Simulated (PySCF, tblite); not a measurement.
# C4H9NSeSi3: geometry, infrared bands and NMR shifts

Aim: predict the infrared bands and NMR shifts of C4H9NSeSi3 (`CC#C[Si@]([SiH3])(C#N)[Se][SiH3]`).

Computed with tblite 0.8.0 and PySCF 2.14.0, with density-fitted response routines of our own, on a single molecule in the gas phase. Atoms count from 0, in the outputs and in this text.

### 1 The molecule as given

18 atoms, charge 0, multiplicity 1; geometry from: force field or distance geometry start.

Bonds of the start (Å): C0–C1 1.47, C1–C2 1.19, C2–Si3 1.82, Si3–Si4 2.22, Si3–C5 1.82, C5–N6 1.15, Si3–Se7 2.27, Se7–Si8 2.29, C0–H9 1.11, C0–H10 1.11, C0–H11 1.10, Si4–H12 1.47, Si4–H13 1.47, Si4–H14 1.48, Si8–H15 1.46, Si8–H16 1.47, Si8–H17 1.47.

### 2 Relaxing the molecule with GFN2-xTB

What the job is given:

```
{"job": {"kind": "relax", "xc": "GFN2-xTB", "basis": "xTB"}, "charge": 0, "multiplicity": 1}
C      2.738900    -1.692400    -1.118100
C      1.657700    -0.815300    -0.634700
C      0.790800    -0.108400    -0.216400
Si    -0.551300     0.974500     0.380800
Si    -0.035100     3.087600    -0.057200
C     -0.724600     0.770700     2.184300
N     -0.827100     0.649300     3.328200
Se    -2.511200     0.446700    -0.643900
Si    -2.445700    -1.712300     0.116900
H      2.310700    -2.694500    -1.337800
H      3.163100    -1.256100    -2.041600
H      3.515700    -1.784200    -0.341100
H      0.104400     3.255200    -1.508500
H      1.236200     3.433700     0.596000
H     -1.109000     3.975500     0.430200
H     -1.249700    -2.379400    -0.384500
H     -3.642600    -2.425700    -0.350300
H     -2.429800    -1.718600     1.585900
```

Launch:

```bash
$ OMP_NUM_THREADS=1 python probes_run.py task.json out
```

One launch serves the whole session: the jobs run in the order shown.

Output:

```text
step      E/eV     max force
  0    -662.79073    2.397
  1    -662.75718    5.306
  2    -662.93307    1.441
  3    -662.89847    4.272
  4    -662.97926    0.452
  5    -662.99546    0.349
  6    -663.03181    0.652
  7    -663.04197    0.420
  8    -663.05247    0.294
  9    -663.05992    0.285
 10    -663.06830    0.371
 11    -663.07486    0.296
 12    -663.08015    0.246
 13    -663.08455    0.176
 14    -663.08900    0.198
 15    -663.09357    0.216
 16    -663.09790    0.193
 17    -663.10118    0.149
 18    -663.10369    0.141
 19    -663.10616    0.185
 20    -663.10849    0.183
 21    -663.11028    0.140
 22    -663.11168    0.109
 23    -663.11290    0.109
 24    -663.11403    0.104
 25    -663.11509    0.085
 26    -663.11596    0.084
 27    -663.11684    0.114
 28    -663.11795    0.131
 29    -663.11904    0.096
 30    -663.11980    0.074
 31    -663.12028    0.075
 32    -663.12073    0.088
 33    -663.12135    0.105
 34    -663.12209    0.090
 35    -663.12274    0.056
 36    -663.12315    0.051
 37    -663.12342    0.043
 38    -663.12364    0.049
 39    -663.12386    0.059
 40    -663.12412    0.067
 41    -663.12440    0.062
 42    -663.12465    0.038
 43    -663.12483    0.038
 44    -663.12497    0.040
 45    -663.12514    0.051
 46    -663.12538    0.055
 47    -663.12568    0.048
 48    -663.12602    0.043
 49    -663.12634    0.053
 50    -663.12662    0.048
 51    -663.12682    0.034
 52    -663.12698    0.030
 53    -663.12716    0.051
 54    -663.12745    0.084
 55    -663.12790    0.101
 56    -663.12842    0.078
 57    -663.12878    0.045
 58    -663.12900    0.031
 59    -663.12920    0.050
 60    -663.12947    0.058
 61    -663.12975    0.055
 62    -663.13000    0.047
 63    -663.13022    0.042
 64    -663.13045    0.055
 65    -663.13068    0.051
 66    -663.13083    0.026
 67    -663.13088    0.018
 68    -663.13092    0.019
 69    -663.13096    0.023
 70    -663.13102    0.021
 71    -663.13107    0.018
 72    -663.13111    0.021
 73    -663.13116    0.020
 74    -663.13121    0.022
 75    -663.13127    0.020
 76    -663.13132    0.013
 77    -663.13134    0.009
```

It took 0.88 s on 1 thread of Arm Neoverse V2, shared host.

Along the way: (not every step is listed) (the energy doesn't fall at every step)

```tsv
step	energy from step 0 (eV)	largest force (eV/Å)
0	0.0000	2.3971
1	0.0336	5.3063
2	-0.1423	1.4411
3	-0.1077	4.2719
4	-0.1885	0.4521
5	-0.2047	0.3486
6	-0.2411	0.6524
7	-0.2512	0.4196
8	-0.2617	0.2936
14	-0.2983	0.1981
20	-0.3178	0.1831
26	-0.3252	0.0840
32	-0.3300	0.0875
38	-0.3329	0.0485
44	-0.3342	0.0403
50	-0.3359	0.0483
56	-0.3377	0.0781
62	-0.3393	0.0467
68	-0.3402	0.0194
72	-0.3404	0.0208
73	-0.3404	0.0200
74	-0.3405	0.0222
75	-0.3405	0.0202
76	-0.3406	0.0133
77	-0.3406	0.0093
```

Distances of close pairs at the start and the end, largest changes first:

```tsv
bond	before (Å)	after (Å)	change (Å)
Si3–Si4	2.219	2.332	+0.113
Si3–Se7	2.274	2.354	+0.080
Si3–C5	1.823	1.879	+0.056
C0–C1	1.474	1.442	-0.032
C2–Si3	1.825	1.847	+0.022
C0–H9	1.112	1.090	-0.022
Se7–Si8	2.290	2.270	-0.020
C0–H10	1.106	1.090	-0.016
```

The next job starts from the end point, and lists it.

### 3 Harmonic vibrations with GFN2-xTB

What the job is given:

```
{"job": {"kind": "ir", "xc": "GFN2-xTB", "basis": "xTB"}, "charge": 0, "multiplicity": 1}
C      2.767198    -1.787680    -1.077790
C      1.762764    -0.871876    -0.596100
C      0.933431    -0.104006    -0.172237
Si    -0.390488     1.074496     0.348499
Si    -0.121436     3.346524    -0.103219
C     -0.551765     0.650257     2.172116
N     -0.677428     0.408097     3.284910
Se    -2.408683     0.321757    -0.601250
Si    -2.543758    -1.819758     0.140466
H      2.316916    -2.758414    -1.284082
H      3.211889    -1.400592    -1.994377
H      3.548112    -1.909341    -0.327756
H     -0.003837     3.563704    -1.544482
H      1.119197     3.777325     0.542048
H     -1.235516     4.134023     0.421542
H     -1.390331    -2.539383    -0.387369
H     -3.797643    -2.287072    -0.427757
H     -2.547380    -1.791743     1.595180
```

Output:

```text
mode    cm-1     km/mol
  1     -16.9      0.02
  2       5.9      0.18
  3      20.3      2.29
  4      41.4      0.31
  5      48.5      1.93
  6      53.8      0.27
  7      65.4      5.81
  8      69.6      2.74
  9      86.8      7.12
 10      97.1      1.41
 11     192.8     27.67
 12     198.8      9.53
 13     259.6     55.53
 14     304.4      6.89
 15     314.6     24.04
 16     319.5      2.56
 17     337.0     14.24
 18     368.8     34.85
 19     419.4     99.69
 20     443.3     24.08
 21     465.7     13.12
 22     523.3     37.78
 23     537.3     27.01
 24     592.9     66.54
 25     623.4     22.18
 26     751.9   1276.43
 27     757.8    160.00
 28     760.8     38.22
 29     773.8    164.82
 30     780.5    164.88
 31     786.6    152.51
 32    1010.9      6.39
 33    1011.8      5.44
 34    1104.7      0.19
 35    1379.8      5.40
 36    1440.9      8.28
 37    1441.1      7.88
 38    2262.7    183.61
 39    2271.7    236.02
 40    2276.6    290.25
 41    2298.9    107.73
 42    2301.8    382.69
 43    2330.2    102.52
 44    2335.0    133.05
 45    2344.1    258.44
 46    3005.8     10.64
 47    3007.7     10.83
 48    3012.8     15.97
```

Wall time 1.1 s (1 thread of Arm Neoverse V2, shared host).

The strongest bands and the atoms that carry them (share of the mass-weighted mode):

```tsv
cm⁻¹	km/mol	atoms
752	1276.4	H16 28 %, H17 23 %, H15 15 %
774	164.8	H15 49 %, H17 40 %
780	164.9	H13 51 %, H14 33 %, H12 10 %
2263	183.6	H13 84 %
2272	236.0	H12 76 %, H13 11 %
2277	290.2	H14 81 %, H12 13 %
2302	382.7	C1 50 %, C2 43 %
2344	258.4	H16 89 %
```

### 4 Nuclear shieldings: PBE0/pcSseg-1

The job, as its differences from that of step 3:

```diff
@@ -1,2 +1,2 @@
-{"job": {"kind": "ir", "xc": "GFN2-xTB", "basis": "xTB"}, "charge": 0, "multiplicity": 1}
+{"job": {"kind": "nmr", "xc": "PBE0", "basis": "pcSseg-1"}, "charge": 0, "multiplicity": 1}
 C      2.767198    -1.787680    -1.077790
```

Method: GIAO PBE0/pcSseg-1 NMR shielding, non-relativistic, gas phase.

Output:

```text
coarse grid: 74656 points
cycle   1  E = -3481.3098877081  dE = -2.743e-01  |g| = 8.205e-01  |ddm| = 4.414e+00
cycle   2  E = -3481.2030493613  dE =  1.068e-01  |g| = 9.206e-01  |ddm| = 1.353e+00
cycle   3  E = -3481.3405644598  dE = -1.375e-01  |g| = 4.927e-01  |ddm| = 9.843e-01
cycle   4  E = -3481.3909712200  dE = -5.041e-02  |g| = 9.203e-02  |ddm| = 3.202e-01
cycle   5  E = -3481.3924238179  dE = -1.453e-03  |g| = 4.730e-02  |ddm| = 1.171e-01
cycle   6  E = -3481.3929214862  dE = -4.977e-04  |g| = 1.423e-02  |ddm| = 4.300e-02
cycle   7  E = -3481.3929758268  dE = -5.434e-05  |g| = 2.426e-03  |ddm| = 1.611e-02
cycle   8  E = -3481.3929773632  dE = -1.536e-06  |g| = 6.485e-04  |ddm| = 3.818e-03
final grid: 153024 points
cycle   9  E = -3481.3929986226  dE =  1.154e-08  |g| = 7.563e-04  |ddm| = 2.495e-03
cycle  10  E = -3481.3929984383  dE =  1.843e-07  |g| = 1.168e-03  |ddm| = 1.829e-03
cycle  11  E = -3481.3929987453  dE = -3.070e-07  |g| = 3.533e-04  |ddm| = 1.046e-03
cycle  12  E = -3481.3929987730  dE = -2.772e-08  |g| = 3.344e-05  |ddm| = 2.578e-04
cycle  13  E = -3481.3929987733  dE = -2.656e-10  |g| = 1.030e-05  |ddm| = 3.524e-05
converged SCF energy = -3481.3929987733

GIAO shielding tensors (ppm)
atom      isotropic    diamagn.    paramagn.     s11        s22        s33       span
  0 C      180.771     252.941     -72.171    171.983    172.451    197.878     25.895
  1 C       66.206     275.562    -209.356    -28.445    -18.425    245.488    273.934
  2 C      105.815     264.569    -158.754     15.995     30.539    270.910    254.915
  3 Si     400.902     881.739    -480.837    357.459    396.117    449.129     91.670
  4 Si     452.768     878.698    -425.930    438.625    451.455    468.224     29.599
  5 C       63.891     265.419    -201.528    -53.107    -45.340    290.119    343.226
  6 N      -93.265     339.266    -432.531   -290.477   -261.871    272.552    563.029
  7 Se    2205.758    3005.130    -799.372   1944.234   2130.178   2542.863    598.628
  8 Si     411.900     880.985    -469.085    378.614    404.509    452.576     73.962
  9 H       29.469      29.882      -0.412     23.973     28.475     35.960     11.986
 10 H       29.570      27.945       1.625     24.398     27.780     36.531     12.133
 11 H       29.472      28.068       1.404     24.302     27.606     36.507     12.206
 12 H       28.012      28.111      -0.098     24.452     26.307     33.278      8.826
 13 H       27.908      27.513       0.396     24.170     25.814     33.741      9.571
 14 H       27.928      27.304       0.624     24.128     26.237     33.420      9.292
 15 H       26.803      31.370      -4.567     21.990     25.779     32.639     10.649
 16 H       27.061      29.148      -2.087     22.579     24.523     34.081     11.502
 17 H       26.641      30.259      -3.618     22.300     25.117     32.506     10.206
```

Run time: 65 s. Hardware: 1 thread of Arm Neoverse V2, shared host; peak memory 1.1 GiB.

The references, computed at this level on geometries of the same kind, shield at (ppm): ¹H TMS 31.72, ¹³C TMS 186.9, ²⁹Si TMS 349.2, ¹⁵N NH3 267.7, ⁷⁷Se Me2Se 1758. Their shielding less the atom's gives the shift. The references are single molecules in the gas phase, so shifts against H2O, NH3, PH3, H3PO4 or CFCl3 are not on the usual liquid scales and can be off by tens of ppm. Atoms listed in one row are averaged.

```tsv
atoms	environment	σ (ppm)	δ (ppm)
C5	nitrile carbon	63.9	123.0
C1	alkyne carbon	66.2	120.7
C2	alkyne carbon	105.8	81.1
C0	propargylic methyl carbon	180.8	6.2
H15, H16, H17	hydrogen on a silicon bonded to Se	26.83	4.88
H12, H13, H14	hydrogen on a silicon bonded to Si	27.95	3.77
H9, H10, H11	hydrogen on a propargylic methyl carbon	29.50	2.21
Si3	silicon bonded to 2 C, Se, Si	400.9	-51.7
Si8	silicon bonded to Se, 3 H	411.9	-62.7
Si4	silicon bonded to Si, 3 H	452.8	-103.6
N6	nitrile nitrogen	-93.3	361.0
Se7	selenium bonded to 2 Si	2206	-447
```

Charges from the same density, by scheme (e):

```tsv
atoms	Mulliken	IAO	Hirshfeld	ESP fit
C0	-0.16	-0.44	-0.09	-0.55
C1	-0.16	0.03	0.00	0.22
C2	-0.39	-0.38	-0.19	-0.34
Si3	0.67	0.64	0.30	0.12
Si4	0.32	0.34	0.25	0.38
C5	-0.18	-0.15	-0.04	0.29
N6	-0.21	-0.20	-0.20	-0.42
Se7	-0.59	-0.33	-0.14	-0.26
Si8	0.52	0.50	0.28	0.21
```

Mayer bond orders: C0–C1 1.18, C1–C2 2.60, C2–Si3 0.95, Si3–Si4 0.89, Si3–C5 0.79, C5–N6 2.91, Si3–Se7 0.96, Se7–Si8 0.90.

### 5 What came out

| quantity | value |
| --- | --- |
| strongest single infrared mode (GFN2-xTB) | 752 cm⁻¹, 1276 km/mol |
| zero-point energy (GFN2-xTB) | 65.5 kcal/mol |
| ¹³C shifts against TMS (PBE0/pcSseg-1) | 123.0, 120.7, 81.1, 6.2 ppm |
| ¹H shifts against TMS (PBE0/pcSseg-1, means over atoms taken as alike) | 4.88, 3.77, 2.21 ppm |
| ²⁹Si shifts against TMS (PBE0/pcSseg-1) | -51.7, -62.7, -103.6 ppm |
| ¹⁵N shifts against NH3 (PBE0/pcSseg-1) | 361.0 ppm |
| ⁷⁷Se shifts against Me2Se (PBE0/pcSseg-1) | -447 ppm |

Over 77 steps the energy fell by 0.341 eV; of the close pairs, Si3–Si4 changed most, 2.219 to 2.332 Å. The lowest mode is slightly imaginary (17i cm⁻¹), a soft motion within the noise of the Hessian, so the minimum is not strictly shown. The strongest single mode, at 752 cm⁻¹, is spread over many atoms; the largest shares are those of H16, H17. GFN2-xTB is a fitted tight-binding method: band positions and strengths are rough. Its intensities can rank the bands wrongly. C5 (nitrile carbon) lies farthest downfield among carbon, at 123.0 ppm; typical of a nitrile. At PBE0/pcSseg-1: The largest span, 599 ppm, is at Se7, where the paramagnetic term is -799 ppm. Spin-orbit coupling is left out, which matters for shieldings and couplings at and beside the heavy atoms.
